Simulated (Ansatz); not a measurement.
InO, space group P-6m2, a phonon calculation by linear response

Program: Ansatz 0.2.0, Python API.

The script reads `ino.xyz`:
```text
4
Lattice="3.4536138 0.0 0.0 -1.7268069 2.99091729 0.0 0.0 0.0 15.8771" Properties=species:S:1:pos:R:3 pbc="T T T"
In    1.72680692    0.99697242    9.36782242
In    1.72680692    0.99697242    6.50927758
O     0.00000000    0.00000000   10.15923235
O     0.00000000    0.00000000    5.71786765
```

Script `dfpt_ino.py`:
```python
"""Zone-centre and zone-boundary phonons of InO by linear response."""

from pathlib import Path

import ansatz as az
import numpy as np


def main() -> None:
    xtal = az.Crystal.from_extxyz("ino.xyz")

    setup = (
        xtal.calculation()
        .functional("pbe", dispersion="d3bj")
        .pseudopotentials("paw")
        .occupations("fixed")
        .scf(extra_bands=4)
        .kpoints(6, 6, 2)
        .phonons("dfpt", points=[(0, 0, 0), (0.5, 0, 0)])
    )
    result = setup.run(threads=1, pin="off", runs_dir="runs")
    ph = result.phonons

    for q in ph.qpoints:
        print("q =", np.round(q.q_frac, 3), "1/cm:", " ".join(f"{w:.1f}" for w in q.omega_inv_cm))


if __name__ == "__main__":
    main()
```

```console
$ python dfpt_ino.py
DeckWarning: basis.ecutwfc = 420 eV, auto-derived from the records' recommended cutoffs: set by In (normal level)
q = [0. 0. 0.] 1/cm: -0.0 0.0 0.0 41.0 41.0 135.8 359.8 390.4 397.3 397.3 398.7 398.7
q = [0.5 0.  0. ] 1/cm: 60.1 86.4 96.6 125.9 149.6 156.5 337.3 341.2 405.5 408.4 433.1 490.6
```
(Warnings from the package without file and line.)

Reading the output:
- The settings weren't tested for convergence.
- The cell isn't relaxed first, so the values belong to this volume.
- The cell holds layers, chains or clusters in vacuum, no bulk phase.
- Points of the mesh across the vacuum add cost only.
- No non-analytic term is added, so at the zone centre the longitudinal optical modes of a polar crystal aren't split off.
- The structure comes from a database of computed cells and needn't be a stable or known phase.
- The structure is taken as given; imaginary modes can come from an unrelaxed or unstable start.
- Timing: 85 s on 1 thread of Arm Neoverse V2, with other jobs on the host, peak memory 0.84 GiB.

(Lines on the test bed's own set-up are left out of the output.)
